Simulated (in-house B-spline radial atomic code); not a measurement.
# Pt⁶⁵⁺: ionisation energy by several methods

Wanted: one ionisation energy, Pt⁶⁵⁺ to configuration [Ne] 3s2, up the ladder of functionals.

Method: Dirac-Coulomb, several functionals; spherical all-electron atom at the radial basis limit. Code: in-house B-spline radial atomic code version 1.

## 1. Starting point

```
element       : platinum (Z = 78)
charge        : +65
electrons     : 13
configuration : [Ne] 3s2 3p1
nucleus       : Fermi, rms radius 5.427 fm
```

The outer shells:

[Ne] 3s2 3p1
```
[Ne] core
3s [↑↓]
3p [↑ ][  ][  ]
```

The boxes only draw the filling; these runs are spin-restricted and spherical.

## 2. BP86, a GGA

The run's settings:

```ini
Z = 78
electrons = 13.0
configuration = [Ne] 3s2 3p1
hamiltonian = dirac
method = b88,p86
spin_polarised = False
nucleus = fermi
rms_radius = 5.427
mass_number = 195
atomic_mass = 194.964794325
speed_of_light = 137.035999084
```

## 3. BLYP, a GGA

Settings: those of step 2 with these lines changed.

```diff
@@ -4,3 +4,3 @@
 hamiltonian = dirac
-method = b88,p86
+method = b88,lyp
 spin_polarised = False
```

The tabulated ionisation energy is 7660 ± 30 eV (tabulated theoretical; NIST Atomic Spectra Database). What does each method give, and which comes nearest?

As calculated:

| method | rung | total energy (hartree) | ΔSCF (eV) | with Breit, QED, recoil (eV) | −ε highest (eV) | corrected ΔSCF less tabulated (eV) |
| --- | --- | --- | --- | --- | --- | --- |
| BP86 | GGA | -13319.7627 | 7361.47 | 7351.98 | 7133.59 (3p3/2) | -308.02 |
| BLYP | GGA | -13319.2898 | 7361.55 | 7352.07 | 7133.51 (3p3/2) | -307.93 |

The tabulated ionisation energy is 7660 ± 30 eV (tabulated theoretical; NIST Atomic Spectra Database). BLYP comes nearest (-307.93 eV) and BP86 is farthest (-308.02 eV, 4.0 %). All methods miss on the same side by much the same amount, which points to something that they share. Open shells are averaged (over orientations, and over spins where the run is restricted), while tables refer to the lowest levels. For the semilocal functionals minus the highest level recovers only 97 % of their own ΔSCF value, a mark of self-interaction.

Members of this set that are not shown: 2 used exact exchange with fractional occupations of an open shell, which is unsound here.
